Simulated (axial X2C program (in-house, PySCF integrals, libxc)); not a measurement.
**A two-component session on InSr: properties at the nuclei**

Wanted for InSr: properties at the nuclei, at the two-component level.

The runs use an in-house X2C program for linear molecules on PySCF integrals; two-component X2C with atomic mean-field terms, In dyall-cv3z, Sr dyall-cv3z.

All values are calculated.

**1. Set-up**

task.json reads:

```json
{"zs": [49, 38], "q": 0, "bas": ["dyall-cv3z", "dyall-cv3z"], "r0": 3.27, "levels": ["PBE0", "HF", "BP86", "TPSSh", "PBE"], "nst": 3}
```

Keys: zs atomic numbers; q charge; bas basis sets; r0 starting distance in Å; levels methods (HF also brings MP2); nst determinants followed.

The run is started by

```bash
$ python soeom.py task.json out
```

The runs that follow: Expectation values, lowest determinant; Expectation values, a higher determinant; Expectation values, a higher determinant.

**Question.** What will these runs give? Wanted: lowest determinant; Eeff magnitude; Ws magnitude In; A∥/gI In; qzz In; higher determinant (for each run or level that gives them).

**Answer**, as computed:

| quantity | value |
| --- | --- |
| lowest determinant | Ω = 1/2 (excess of +ω over −ω: ω = 1/2) |
| Eeff magnitude (GV/cm), PBE0 | 4.24 |
| Ws magnitude In (kHz), PBE0 | 3.35 |
| A∥/gI In (MHz), PBE0 | 1450 |
| qzz In (a.u.), PBE0 | -0.57 |
| higher determinant | Ω = 3/2 (excess of +ω over −ω: ω = 3/2) |
| Eeff magnitude (GV/cm), PBE0, higher determinant | 4.76 |
| Ws magnitude In (kHz), PBE0, higher determinant | 1.24 |
| A∥/gI In (MHz), PBE0, higher determinant | 122 |
| qzz In (a.u.), PBE0, higher determinant | -0.90 |
| higher determinant | Ω = 5/2 (excess of +ω over −ω: 2 × ω = 1/2, ω = 3/2) |
| Eeff magnitude (GV/cm), PBE0, higher determinant | 4.93 |
| Ws magnitude In (kHz), PBE0, higher determinant | 1.41 |
| A∥/gI In (MHz), PBE0, higher determinant | 192 |
| qzz In (a.u.), PBE0, higher determinant | -2.87 |

What this shows: In the first state, the effective field runs from 2.03 to 9.64 GV/cm over the mean-field levels, so the levels don't agree on it. The expectation values come from single determinants, which for open shells can mix terms of unlike spin or miss the lowest Ω, so a determinant need not be a state. Eeff is the effective electric field on the electron dipole moment in this Ω state and Ws the scalar–pseudoscalar constant (defined with the proton number Z and per Ω); A∥ is the parallel hyperfine constant, which follows by multiplying with the nuclear g factor gI = μI/(I μN); qzz is the electric field gradient, eQq0 = 234.96 MHz × Q/barn × qzz; μ is positive if Sr is the positive end. The operators were transformed with the bare-nucleus X2C matrices.
